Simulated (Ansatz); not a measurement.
# CH3NOSi, SMILES N#CO[SiH3]: a rigid scan of one bond angle

Computed with the Ansatz DFT code, driven from Python.

`ch3nosi_bend.py`:
```python
import ansatz as az
from ase import Atoms

BASIS_SET = "def2-SVP"
XC = "b3lyp"
FMAX = 0.02


def main() -> None:
    atoms = Atoms(["N", "C", "O", "Si", "H", "H", "H"], positions=[
        (1.987, -1.0443, 1.498),
        (1.0229, -1.0249, 0.7688),
        (-0.0467, -1.0633, -0.0624),
        (-0.5338, 0.4345, -0.4618),
        (-1.7624, 0.2483, -1.3898),
        (-1.066, 1.1615, 0.7533),
        (0.4601, 1.2203, -1.1518),
    ])

    first = (
        az.Crystal.molecule_from_ase(atoms).calculation()
        .basis(gaussian=BASIS_SET)
        .functional(XC)
        .relax(force_tolerance=FMAX, max_steps=80)
    )
    atoms.positions = first.run(threads=1).report["positions_ang"]

    rows = []
    for angle in [85, 95, 105, 115, 125, 140, 160]:
        bent = atoms.copy()
        bent.set_angle(3, 2, 1, angle, indices=[0, 1])
        job = az.Crystal.molecule_from_ase(bent).calculation().basis(gaussian=BASIS_SET).functional(XC)
        rows.append((angle, job.run(threads=1).report["free_energy_ev"]))
    floor = min(e for _, e in rows)
    for angle, e in rows:
        print(f"angle Si3-O2-C1 = {angle:3d} deg   {1000 * (e - floor):9.1f} meV")


if __name__ == "__main__":
    main()
```

```console
$ python ch3nosi_bend.py
angle Si3-O2-C1 =  85 deg       995.4 meV
angle Si3-O2-C1 =  95 deg       474.8 meV
angle Si3-O2-C1 = 105 deg       192.8 meV
angle Si3-O2-C1 = 115 deg        50.3 meV
angle Si3-O2-C1 = 125 deg         0.0 meV
angle Si3-O2-C1 = 140 deg        32.9 meV
angle Si3-O2-C1 = 160 deg       154.8 meV
```

Caveats:
- These settings explore the input space; basis and method may be short of convergence.
- The scan is rigid, and the energies are electronic, in a modest basis. The zero is the lowest point of the grid, which needn't be the minimum.
- b3lyp holds the VWN-RPA fit, as in Gaussian; the form of ORCA and Turbomole is b3lyp5.
- Timing: 56 s on 1 thread of Arm Neoverse N1 (shared host), peak memory 0.24 GiB.
